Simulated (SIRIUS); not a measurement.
# HfB under changes of volume

One of the cells (12.573 Å³/atom); the others are scaled copies at fixed shape and fractional positions:

```
CELL_PARAMETERS angstrom
0.00000 2.32530 2.32530
2.32530 0.00000 2.32530
2.32530 2.32530 0.00000
ATOMIC_POSITIONS crystal
Hf 0.50000 0.50000 0.50000
B 0.00000 0.00000 0.00000
```

```yaml
Program: SIRIUS 7.12.0
Functional: PBEsol
Potentials_or_basis: PseudoDojo 0.4.1 PBEsol standard (scalar relativistic)
Cutoff: 1054 eV
Density_cutoff: 4214 eV
k_mesh: 10 × 10 × 10
Occupations: fermi-dirac, width 0.05 eV
Spin: no spin polarisation
```

```csv
volume (Å³/atom),energy over the lowest point (meV/atom),pressure (GPa)
11.587,232.82,43.2
11.833,?,?
12.080,120.88,30.2
12.573,45.29,19.5
12.819,19.19,14.8
13.066,0.00,10.5
```

Problem. What does the run at 11.833 Å³/atom give?

Solution. Energy over the lowest point 171.88 meV/atom; pressure 36.4 GPa.

Worked out: A Birch-Murnaghan fit of order 3 (a polynomial in V^(-2/3)) to the other rows has no minimum within the range. It gives 172.00 meV/atom at 11.833 Å³/atom, against the run's 171.88, and -dE/dV = 36.3 GPa, against 36.4.

Energies are extrapolated to zero smearing.
